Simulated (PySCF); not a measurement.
# The bond of CSe, level by level

The task here is to estimate one member of a computed series from the others.

Method: C 6-31G(d,p), Se 6-31G(d,p), no relativity; program: PySCF 2.14.0.

Set-up of the first run:

The job is set up so:

```
atoms                         : C, Se
charge                        : 0
basis                         : C 6-31G(d,p), Se 6-31G(d,p)
Hamiltonian                   : no relativity
basis functions               : 46
electrons treated             : 40
masses in u                   : 12.0000, 79.9165
levels                        : PBE0, PBE, r²SCAN, BHandHLYP, BP86, r²SCANh, ωB97X, HF, MP2, SCS-MP2, CCSD, CCSD(T)
grid                          : 80 radial by 434 angular points
occupations                   : held fixed by the projection of orbital angular momentum
dissociation limit            : C + Se, each in its ground configuration
starting distance in angstrom : 1.825
values of 2S to try           : 0, 2, 4
```

Steps of the session up to this table: The job; PBE0 along the bond; Excited determinants; PBE (GGA); r²SCAN (meta-GGA); BHandHLYP (global hybrid GGA); BP86 (GGA); r²SCANh; ωB97X; RHF; MP2 and coupled cluster.

One table of the session follows, with a row left open; its other results are not shown here.

Energy (eV) from each level's lowest point:

| R (Å) | RHF | RHF-MP2 | RHF-SCS-MP2 | RHF-CCSD | RHF-CCSD(T) |
| --- | --- | --- | --- | --- | --- |
| 1.446 | 1.622 | 1.891 | 1.890 | n/a | n/a |
| 1.514 | 0.654 | 0.860 | 0.858 | 0.840 | 0.925 |
| 1.581 | 0.150 | 0.281 | 0.279 | 0.267 | 0.322 |
| 1.631 | 0.000 | 0.068 | 0.067 | 0.061 | 0.090 |
| 1.682 | 0.000 | 0.000 | 0.000 | 0.000 | 0.000 |
| 1.732 | 0.116 | 0.045 | 0.046 | 0.053 | 0.021 |
| 1.800 | 0.406 | 0.237 | 0.240 | 0.254 | 0.176 |
| 1.884 | ? | ? | ? | ? | ? |
| 1.985 | 1.658 | 1.263 | 1.266 | 1.259 | 1.020 |
| 2.119 | 2.719 | 2.318 | 2.302 | n/a | n/a |

Q: Estimate the row for R (Å) = 1.884 from the others.

Worked estimate for «RHF». A straight line through the neighbours (1.800, 0.406) and (1.985, 1.658) gives 0.406 + (1.658 − 0.406) × (1.884 − 1.800) / (1.985 − 1.800) = 0.974; a parabola fitted to 4 rows on both sides gives 0.938.

As computed: RHF: 0.917; RHF-MP2: 0.631; RHF-SCS-MP2: 0.636; RHF-CCSD: 0.653; RHF-CCSD(T): 0.507. In «RHF» the line misses by +0.057 and the parabola by +0.021.

State 2 has its PBE0 minimum 2.76 eV higher. State 3 has its PBE0 minimum 4.75 eV higher. The other levels ran on the lowest alone.
